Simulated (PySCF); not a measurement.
# F2Fe (FeF2): the cost of one run

Computed with PySCF 2.14.0 and routines of our own; the level stands in each step. Atoms count from 0.

## 1. The system as given

3 atoms, charge 0, states of the metal's open shell are computed; geometry from: model start, shaken.

## 2. Geometry optimisation at PBE0-D3(BJ)/def2-TZVP

The job: settings as JSON, then the geometry in Å.

```
{"job": {"xc": "PBE0", "basis": "def2-TZVP", "d3": "d3bj", "grid": 1, "maxiter": 45, "kind": "geom"}, "charge": 0, "metal": "Fe", "open_shell": "d6"}
Fe     0.000020     0.004480    -0.004110
F     -0.013360    -0.006820     1.825130
F      0.000900     0.020100    -1.847380
```

On the command line:

```bash
> OMP_NUM_THREADS=1 python lf_run.py task.json out
```

This one command runs all jobs of the session in turn.

**Question.** How long does this first job take on 1 thread of Arm Neoverse V1, shared host, and how much memory does it need?

About 21 s, with a peak of 0.39 GiB.
